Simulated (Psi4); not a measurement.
# C2HBF2 (SMILES C#CB(F)F): wB97X-D/6-311+G(d,p) (density fitting, sweep point 8)

We compute the energy of C2HBF2. The job is set up through a Python script.

Program for the calculation: Psi4 1.11.

7 further runs of the same task are left out: 1 that didn't finish, 6 set aside as unsound or not needed.

### 1 The molecule

The species is C2HBF2 (6 atoms), meant as a singlet with charge 0. As SMILES, `C#CB(F)F`. The shape is that of a PBE0-D4/def2-TZVP optimisation.

Bond lengths: C1–C2 1.203 Å, C2–B3 1.521 Å, B3–F4 1.316 Å, B3–F5 1.316 Å, C1–H6 1.066 Å. Angles: C1–C2–B3 180.0°, C2–B3–F4 121.1°, C2–B3–F5 121.1°, F4–B3–F5 117.8°, C2–C1–H6 180.0°.

### 2 A single-point energy at wB97X-D/6-311+G(d,p) (density fitting, sweep point 8)

File c2hbf2.py:

```python
import psi4

psi4.set_memory(1600000000)
psi4.set_num_threads(1)
psi4.core.set_output_file('run.log', False)

molecule = psi4.geometry("""
0 1
C     -0.883700     0.450800     1.253400
C     -0.218600     0.106200     0.311700
B      0.622000    -0.329200    -0.878400
F      0.153600    -1.179500    -1.766600
F      1.841700     0.131700    -1.054100
H     -1.473000     0.756000     2.087900
units angstrom
symmetry c1
""")

psi4.set_options({
    'basis': '6-311+G**',
    'scf_type': 'df',
    'level_shift': 0.5,
})

E = psi4.energy('wb97x-d')
print('E =', round(E, 9))
```

Run with:

```bash
$ python c2hbf2.py
```

What values should one expect? Wanted: total energy; dipole moment; HOMO energy; LUMO energy; HOMO–LUMO gap; dispersion energy.

Computed results:

Level: wB97X-D/6-311+G** (density fitting, sweep point 8).

| quantity | value |
| --- | --- |
| total energy | -301.40222 Eh |
| dipole moment | 2.03 D |
| HOMO energy | -10.87 eV |
| LUMO energy | 0.24 eV |
| HOMO–LUMO gap | 11.11 eV |
| dispersion energy | -2.42 kJ/mol |
